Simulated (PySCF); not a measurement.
**One shape, several levels: C2H7AsOSi (SMILES O=C([SiH3])C[AsH2])**

We compute a comparison of 4 runs (PBE0/STO-3G, B3LYP/6-31G*, BP86/cc-pVDZ, SVWN5/pcseg-1) of C2H7AsOSi. Input form: a Python script.

Program for the calculation: PySCF 2.14.0.

## Step 1: Starting point

C2H7AsOSi: 12 atoms, total charge 0, spin state singlet. SMILES: `O=C([SiH3])C[AsH2]`. Geometry: a GFN2-xTB relaxation, a rough one for these elements and not checked as a minimum. This is one conformer, not always the lowest.

Bond lengths: O1–C2 1.216 Å, C2–Si3 1.922 Å, C2–C4 1.485 Å, C4–As5 1.995 Å, Si3–H6 1.460 Å, Si3–H7 1.460 Å, Si3–H8 1.469 Å, C4–H9 1.091 Å, C4–H10 1.094 Å, As5–H11 1.495 Å, As5–H12 1.504 Å. Some angles: O1–C2–Si3 118.5°, O1–C2–C4 121.7°, Si3–C2–C4 119.7°, C2–C4–As5 106.2°, C2–Si3–H6 106.3°, C2–Si3–H7 107.9°, C2–Si3–H8 108.2°, C2–C4–H9 112.6°, C2–C4–H10 112.0°, As5–C4–H9 108.3°.

## Step 2: Energy and forces at PBE0/STO-3G (run 1)

Input file job.py:

```python
# O=C([SiH3])C[AsH2]
from pyscf import gto, dft

mol = gto.M(
    atom='''
O     -1.328251    -3.390206     0.533923
C     -0.804381    -1.158440     0.701485
Si     2.201361    -0.212991     2.506930
C     -2.353257     0.819820    -0.550591
As    -0.888285     1.275452    -3.993804
H      1.729874    -0.802888     5.161447
H      4.297918    -1.692968     1.493469
H      2.607463     2.511238     2.153419
H     -2.270714     2.630215     0.434032
H     -4.317911     0.226597    -0.792400
H     -0.687331    -1.491070    -4.533642
H      1.813513     1.285222    -3.114288
''',
    spin=0,
    charge=0,
    max_memory=1860,
    basis='sto-3g',
    unit='bohr',
    verbose=3,
)

mf = dft.RKS(mol, xc='pbe0')
mf.grids.level = 5
mf.conv_tol = 1e-10
mf.kernel()
if not mf.converged:
    mf = mf.newton().run(mf.mo_coeff, mf.mo_occ)

e_tot = mf.e_tot
print(f'total energy: {e_tot:.8f} hartree')
grad = mf.nuc_grad_method().kernel()
mf.analyze()
```

Launch:

```console
$ OMP_NUM_THREADS=1 python job.py
```

Log:

```text
converged SCF energy = -2649.87605030705
total energy: -2649.87605031 hartree
--------------- RKS gradients ---------------
         x                y                z
0 O     0.0227756838     0.0722048008     0.0063971312
1 C    -0.0400450514    -0.0289131710    -0.0307540206
2 Si     0.0020282525    -0.0121359171     0.0010949388
3 C     0.0052300436    -0.0255996957     0.0356444890
4 As    -0.0085170437     0.0058881481    -0.0050655311
5 H    -0.0055941730    -0.0026862759     0.0072743014
6 H     0.0043511015    -0.0059347491    -0.0057585068
7 H    -0.0026410494     0.0124670800    -0.0044229652
8 H     0.0018129179    -0.0036223529    -0.0015382041
9 H     0.0032245720     0.0000617158    -0.0015179630
10 H     0.0041549265    -0.0097032437    -0.0029118205
11 H     0.0132211346    -0.0020256908     0.0015588347
----------------------------------------------
**** MO energy ****
MO #1   energy= -421.249561229803  occ= 2
MO #2   energy= -65.4873876923611  occ= 2
MO #3   energy= -52.0240749031697  occ= 2
MO #4   energy= -47.4716188667187  occ= 2
MO #5   energy= -47.4715155495637  occ= 2
MO #6   energy= -47.4696389491917  occ= 2
MO #7   energy= -18.9403222539637  occ= 2
MO #8   energy= -10.0810340192317  occ= 2
MO #9   energy= -10.0439395506152  occ= 2
MO #10  energy= -6.33696424315968  occ= 2
MO #11  energy= -5.14089216391052  occ= 2
MO #12  energy= -4.45574438425064  occ= 2
MO #13  energy= -4.4553990609214   occ= 2
MO #14  energy= -4.447482830349    occ= 2
MO #15  energy= -3.41739978836786  occ= 2
MO #16  energy= -3.41736398629872  occ= 2
MO #17  energy= -3.41719038369285  occ= 2
MO #18  energy= -1.00999307662649  occ= 2
MO #19  energy= -0.733523421105161 occ= 2
MO #20  energy= -0.640806089552586 occ= 2
MO #21  energy= -0.63732481990177  occ= 2
MO #22  energy= -0.630422488577034 occ= 2
MO #23  energy= -0.629931280089192 occ= 2
MO #24  energy= -0.625422581748899 occ= 2
MO #25  energy= -0.56560311297672  occ= 2
MO #26  energy= -0.549320132779639 occ= 2
MO #27  energy= -0.470893277674953 occ= 2
MO #28  energy= -0.421599687549461 occ= 2
MO #29  energy= -0.370714802928069 occ= 2
MO #30  energy= -0.350236024400731 occ= 2
MO #31  energy= -0.323316916262964 occ= 2
MO #32  energy= -0.310332330611844 occ= 2
MO #33  energy= -0.307222049063678 occ= 2
MO #34  energy= -0.301327072099447 occ= 2
MO #35  energy= -0.268973033365643 occ= 2
MO #36  energy= -0.186653138039235 occ= 2
MO #37  energy= -0.125859705492923 occ= 2
MO #38  energy= 0.0979175980055828 occ= 0
MO #39  energy= 0.224377852249025  occ= 0
MO #40  energy= 0.230002038838328  occ= 0
MO #41  energy= 0.292824188334664  occ= 0
MO #42  energy= 0.317724125690647  occ= 0
MO #43  energy= 0.347715032529119  occ= 0
MO #44  energy= 0.365465995429858  occ= 0
MO #45  energy= 0.387990303515604  occ= 0
MO #46  energy= 0.452763012891191  occ= 0
MO #47  energy= 0.486753309278273  occ= 0
MO #48  energy= 0.537690003266665  occ= 0
MO #49  energy= 0.715064155010855  occ= 0
 ** Mulliken atomic charges  **
charge of    0O =     -0.14078
charge of    1C =     -0.02529
charge of    2Si =      0.44804
charge of    3C =     -0.21150
charge of    4As =      0.27037
charge of    5H =     -0.10133
charge of    6H =     -0.10133
charge of    7H =     -0.11065
charge of    8H =      0.05487
charge of    9H =      0.06050
charge of   10H =     -0.06723
charge of   11H =     -0.07568
Dipole moment(X, Y, Z, Debye):  0.72916,  1.03198,  0.43284
```

Wall time 23 s (1 thread of Intel Xeon at 2.70GHz, shared host); peak memory 0.52 GiB.

## Step 3: Energy and gradient at B3LYP/6-31G(d) (Cartesian functions) (run 2)

Input file input.xyz:

```xyz
12

O     -0.702880    -1.794020     0.282540
C     -0.425660    -0.613020     0.371210
Si     1.164910    -0.112710     1.326610
C     -1.245290     0.433830    -0.291360
As    -0.470060     0.674940    -2.113430
H      0.915410    -0.424870     2.731320
H      2.274360    -0.895880     0.790310
H      1.379810     1.328890     1.139540
H     -1.201610     1.391850     0.229680
H     -2.284940     0.119910    -0.419320
H     -0.363720    -0.789040    -2.399100
H      0.959670     0.680110    -1.648010
```

Input file job.py:

```python
from pyscf import gto, dft

molecule = gto.Mole()
molecule.atom = 'input.xyz'
molecule.cart = True
molecule.verbose = 4
molecule.max_memory = 1860
molecule.basis = '6-31g*'
molecule.build()

calc0 = dft.RKS(molecule, xc='b3lyp')
calc0.grids.level = 5
calc0.conv_tol = 1e-10
calc0.kernel()
if not calc0.converged:
    calc0 = calc0.newton().run(calc0.mo_coeff, calc0.mo_occ)

e_final = calc0.e_tot
print('E = %.10f Eh' % e_final)
grad = calc0.nuc_grad_method().kernel()
calc0.analyze()
```

Launch:

```console
$ OMP_NUM_THREADS=1 python job.py
```

Log:

```text
PySCF version 2.14.0

[... 110 lines left out ...]
MO #3   energy= -53.8710789205264  occ= 2
[... 10 lines left out ...]
MO #14  energy= -5.07000381685838  occ= 2
[... 10 lines left out ...]
MO #25  energy= -0.629076074712374 occ= 2
[... 10 lines left out ...]
MO #36  energy= -0.276703487048003 occ= 2
[... 10 lines left out ...]
MO #47  energy= 0.154372870609746  occ= 0
[... 10 lines left out ...]
MO #58  energy= 0.453312913669105  occ= 0
[... 10 lines left out ...]
MO #69  energy= 0.751504470513164  occ= 0
[... 10 lines left out ...]
MO #80  energy= 1.06919289919203   occ= 0
[... 10 lines left out ...]
MO #91  energy= 1.81664776277314   occ= 0
[... 10 lines left out ...]
MO #102 energy= 2.94508928535644   occ= 0
[... 10 lines left out ...]
MO #113 energy= 89.0959639427118   occ= 0
[... 89 lines left out ...]
pop of  4 As 4dxx         0.00521
pop of  4 As 4dxy         0.00121
pop of  4 As 4dxz         0.00400
pop of  4 As 4dyy         0.00681
pop of  4 As 4dyz         0.00189
pop of  4 As 4dzz         0.00411
pop of  4 As 5dxx         0.00157
pop of  4 As 5dxy         0.00011
pop of  4 As 5dxz         0.00051
pop of  4 As 5dyy         0.00186
pop of  4 As 5dyz         0.00025
pop of  4 As 5dzz         0.00135
pop of  5  H 1s           1.07246
pop of  5  H 2s           0.00311
pop of  6  H 1s           1.07142
pop of  6  H 2s           0.00318
pop of  7  H 1s           1.09738
pop of  7  H 2s           0.00296
pop of  8  H 1s           0.87473
pop of  8  H 2s           0.00739
pop of  9  H 1s           0.86214
pop of  9  H 2s           0.00933
pop of  10  H 1s          0.98133
pop of  10  H 2s          0.00478
pop of  11  H 1s          1.00198
pop of  11  H 2s          0.00330
 ** Mulliken atomic charges  **
charge of    0O =     -0.39725
charge of    1C =      0.16344
charge of    2Si =      0.42359
charge of    3C =     -0.33084
charge of    4As =      0.13654
charge of    5H =     -0.07557
charge of    6H =     -0.07460
charge of    7H =     -0.10034
charge of    8H =      0.11788
charge of    9H =      0.12854
charge of   10H =      0.01389
charge of   11H =     -0.00528
Dipole moment(X, Y, Z, Debye):  0.22937,  2.02446,  0.08928
```

Wall time 81 s (1 thread of Intel Xeon at 2.70GHz, shared host); peak memory 1.2 GiB.

Run 3 isn't shown in full; the table further down has it.

## Step 4: Energy and forces at SVWN5/pcseg-1 (run 4)

Input file input.py:

```python
import pyscf.grad
from pyscf import gto, dft

system = gto.M(
    atom='''
O       -0.702880      -1.794020       0.282540
C       -0.425660      -0.613020       0.371210
Si       1.164910      -0.112710       1.326610
C       -1.245290       0.433830      -0.291360
As      -0.470060       0.674940      -2.113430
H        0.915410      -0.424870       2.731320
H        2.274360      -0.895880       0.790310
H        1.379810       1.328890       1.139540
H       -1.201610       1.391850       0.229680
H       -2.284940       0.119910      -0.419320
H       -0.363720      -0.789040      -2.399100
H        0.959670       0.680110      -1.648010
''',
    basis='pcseg-1',
    max_memory=1860,
    verbose=4,
)

mf = dft.RKS(system)
mf.xc = 'svwn'
mf.conv_tol = 1e-10
mf.grids.level = 5
mf.kernel()
if not mf.converged:
    mf = mf.newton().run(mf.mo_coeff, mf.mo_occ)

e_tot = mf.e_tot
print(f'total energy: {e_tot:.8f} hartree')
grad = mf.Gradients().kernel()
dip = mf.dip_moment()
pop, q = mf.mulliken_pop()
```

Launch:

```console
$ OMP_NUM_THREADS=1 python input.py
```

Log:

```text
PySCF version 2.14.0

[... 88 lines left out ...]
converged SCF energy = -2674.98534659928
total energy: -2674.98534660 hartree
[... 12 lines left out ...]
Dipole moment(X, Y, Z, Debye):  0.28478,  2.05804, -0.12187
[... 96 lines left out ...]
pop of  6 H 2py           0.00209
pop of  6 H 2pz           0.00130
pop of  7 H 1s            0.72342
pop of  7 H 2s            0.32411
pop of  7 H 2px           0.00073
pop of  7 H 2py           0.00542
pop of  7 H 2pz           0.00065
pop of  8 H 1s            0.72589
pop of  8 H 2s            0.09346
pop of  8 H 2px           0.00318
pop of  8 H 2py           0.00891
pop of  8 H 2pz           0.00507
pop of  9 H 1s            0.71895
pop of  9 H 2s            0.09453
pop of  9 H 2px           0.00989
pop of  9 H 2py           0.00366
pop of  9 H 2pz           0.00343
pop of  10 H 1s           0.69584
pop of  10 H 2s           0.17982
pop of  10 H 2px          0.00152
pop of  10 H 2py          0.00738
pop of  10 H 2pz          0.00135
pop of  11 H 1s           0.69780
pop of  11 H 2s           0.18796
pop of  11 H 2px          0.00640
pop of  11 H 2py          0.00185
pop of  11 H 2pz          0.00205
 ** Mulliken atomic charges  **
charge of    0O =     -0.27477
charge of    1C =      0.01914
charge of    2Si =      0.18015
charge of    3C =     -0.27260
charge of    4As =     -0.12740
charge of    5H =     -0.01417
charge of    6H =     -0.00707
charge of    7H =     -0.05433
charge of    8H =      0.16348
charge of    9H =      0.16954
charge of   10H =      0.11408
charge of   11H =      0.10395
```

It took 73 s on 1 thread of Intel Xeon at 2.70GHz, shared host; peak memory 0.76 GiB.

## Step 5: All runs side by side

```csv
run,level,Cartesian functions,energy (Eh),dipole moment (D),HOMO energy (eV),LUMO energy (eV),wall time
1,PBE0/STO-3G,no,-2649.876050,1.34,-3.42,2.66,23 s
2,B3LYP/6-31G* (Cartesian functions),yes,-2680.737565,2.04,-6.32,-1.22,81 s
3,BP86/cc-pVDZ,no,-2681.252211,1.83,-5.27,-2.19,88 s
4,SVWN5/pcseg-1,no,-2674.985347,2.08,-5.55,-2.51,73 s
```

## Step 6: Outcome

```
                       quantity           value
            run 4: total energy  -2674.98535 Eh
           run 4: dipole moment          2.08 D
             run 4: HOMO energy        -5.55 eV
             run 4: LUMO energy        -2.51 eV
           run 4: HOMO–LUMO gap         3.04 eV
run 4: largest force on an atom      1.122 eV/Å
```

In words: The dipole moment (its size) runs from 1.34 D (PBE0/STO-3G) to 2.08 D (SVWN5/pcseg-1). The two ends differ in method and basis. The HOMO–LUMO gap runs from 3.04 eV (SVWN5/pcseg-1) to 6.09 eV (PBE0/STO-3G). Totals of different functionals can't be ranked against each other. In run 1 the basis is minimal, so the values are rough. All runs together took 4.4 min, the longest 88 s.
